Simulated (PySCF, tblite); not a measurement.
# C5H9Si radical: geometry, infrared bands and EPR parameters

Aim: predict the infrared bands and EPR parameters of C5H9Si radical (`C[Si@H]1[CH]CC=C1`).

Programs: tblite 0.8.0 and PySCF 2.14.0, with density-fitted response routines of our own. Each step states its level of theory. These are calculated values for one molecule in the gas phase, unless marked as measured. Atoms are numbered from 0 throughout.

## Step 1: The starting structure

15 atoms, charge 0, multiplicity 2; geometry from: force field or distance geometry start.

Bonds of the start (Å): C0–Si1 1.85, Si1–C2 1.85, C2–C3 1.51, C3–C4 1.50, C4–C5 1.35, C5–Si1 1.86, C0–H6 1.09, C0–H7 1.10, C0–H8 1.09, Si1–H9 1.47, C2–H10 1.07, C3–H11 1.10, C3–H12 1.11, C4–H13 1.08, C5–H14 1.09.

## Step 2: Geometry optimisation with GFN2-xTB

Job settings and geometry (Å):

```
{"job": {"kind": "relax", "xc": "GFN2-xTB", "basis": "xTB"}, "charge": 0, "multiplicity": 2}
C      2.271900     0.016600     0.367600
Si     0.755100    -0.096100    -0.691800
C     -0.499400    -1.285500    -0.034000
C     -1.777100    -0.557600     0.321500
C     -1.609600     0.910300     0.060500
C     -0.432600     1.315400    -0.449900
H      2.854100    -0.898200     0.320500
H      2.015400     0.201900     1.422600
H      2.915500     0.836800     0.044400
H      1.042000    -0.344000    -2.110900
H     -0.344700    -2.346500     0.031100
H     -2.615200    -0.963000    -0.256600
H     -2.003500    -0.719500     1.401100
H     -2.417900     1.599200     0.250800
H     -0.158300     2.338300    -0.698900
```

Started as:

```console
OMP_NUM_THREADS=1 python probes_run.py task.json out
```

The driver reads the jobs from task.json and runs them one after another.

**Question.** This job is followed by: GFN2-xTB harmonic vibrations, gas phase; UKS B3LYP, pcH-1 on C H Si, non-relativistic, mean-field spin-orbit, GIAO. Predict these results of the whole session: strongest single infrared mode (GFN2-xTB); zero-point energy (GFN2-xTB); g(iso) (B3LYP); ⟨S²⟩; largest a(iso) (averaged by class); surface potential, 1st and 99th percentile.

The runs gave:

| quantity | value |
| --- | --- |
| strongest single infrared mode (GFN2-xTB) | 2128 cm⁻¹, 360 km/mol |
| zero-point energy (GFN2-xTB) | 74.0 kcal/mol |
| g(iso) (B3LYP) | 2.00261 |
| ⟨S²⟩ | 0.754 (exact 0.75) |
| largest a(iso) (averaged by class) | 1H on H11, 101.1 MHz |
| surface potential, 1st and 99th percentile | -0.66 V and 0.79 V |

What this shows: The optimisation took 62 steps and gained 0.162 eV; among the close pairs (by a distance rule), C0–Si1 changed most, from 1.854 to 1.905 Å. All 39 modes are real, so the xTB geometry is a minimum. The strongest single mode, at 2128 cm⁻¹, moves mainly H9. Unscaled tight-binding wavenumbers are off by several per cent, some by more. Its intensities can rank the bands wrongly. C2 carries the largest spin population, 1.00 e. The isotropic g lies 0.3 ppt above the free-electron value.
